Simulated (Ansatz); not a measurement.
## C₂H₅OSi, SMILES CC(=O)[SiH2]: a rigid scan of one bond length, step by step

Program: the Python package of Ansatz (0.2.0).

The cells in order, each with its output:

```python
import ansatz as az
from ase import Atoms
import numpy as np
```

```python
BASIS_SET = "cc-pVDZ"
FUNCTIONAL = "R2SCAN0"

atoms = Atoms(["C", "C", "O", "Si", "H", "H", "H", "H", "H"], positions=[
    (-1.139, 0.0629, -0.2423),
    (-0.0295, -0.3127, 0.6894),
    (-0.2894, -0.8125, 1.7718),
    (1.7357, -0.0306, 0.225),
    (-1.7327, -0.84, -0.4965),
    (-1.8001, 0.8077, 0.248),
    (-0.7398, 0.5031, -1.1804),
    (1.9527, 1.4039, -0.0137),
    (2.0422, -0.7818, -1.0013),
])
system = az.Crystal.molecule_from_ase(atoms)

symbols = [site.symbol for site in system.cartesian_sites]
start = np.array([site.position_ang for site in system.cartesian_sites])
axis = (start[5] - start[0]) / np.linalg.norm(start[5] - start[0])
moving = [5]
lengths, energies = [0.977, 1.021, 1.066, 1.11, 1.154, 1.199, 1.243, 1.31], []
for length in lengths:
    xyz = start.copy()
    xyz[moving] += (length - np.linalg.norm(start[5] - start[0])) * axis
    point = az.Crystal.molecule()
    for symbol, xyz in zip(symbols, xyz):
        point = point.atom(symbol, xyz.tolist())
    base = (
        point.calculation()
        .basis(gaussian=BASIS_SET)
        .functional(FUNCTIONAL)
        .spin("collinear", total=1)
    )
    rep = base.run().report
    energies.append(rep["free_energy_ev"])
    print(f"r = {length:6.3f} A  E = {energies[-1]:.5f} eV  <S^2> = {abs(rep['mean_field']['state']['spin_squared']):.3f}")
```

    r =  0.977 A  E = -12074.17013 eV  <S^2> = 0.753
    r =  1.021 A  E = -12074.36848 eV  <S^2> = 0.753
    r =  1.066 A  E = -12074.46536 eV  <S^2> = 0.753
    r =  1.110 A  E = -12074.47923 eV  <S^2> = 0.753
    r =  1.154 A  E = -12074.43110 eV  <S^2> = 0.753
    r =  1.199 A  E = -12074.33253 eV  <S^2> = 0.753
    r =  1.243 A  E = -12074.19941 eV  <S^2> = 0.753
    r =  1.310 A  E = -12073.94679 eV  <S^2> = 0.753

```python
# quartic fit about the minimum
fit = np.polynomial.Polynomial.fit(lengths, np.array(energies) - min(energies), 4).convert()
roots = [r.real for r in fit.deriv().roots() if abs(r.imag) < 1e-9 and fit.deriv(2)(r.real) > 0]
r_e = min(roots, key=lambda r: abs(r - lengths[int(np.argmin(energies))]))
print(f"minimum of the fit at {r_e:.4f} A, force constant {fit.deriv(2)(r_e):.2f} eV/A^2")
```

    minimum of the fit at 1.0964 A, force constant 34.74 eV/A^2

What to keep in mind:
- These settings explore the input space; basis and method may be short of convergence.
- The rest of the molecule is held rigid at a force-field or estimated start geometry, and the basis set is modest; single-reference methods fail as a bond breaks.
- The species is open-shell (spin multiplicity 2).
- Run time: 79 s on 1 thread of Arm Neoverse V1, with other jobs on the host, peak memory 0.32 GiB.

(Lines on the test bed's own set-up are left out of the output.)
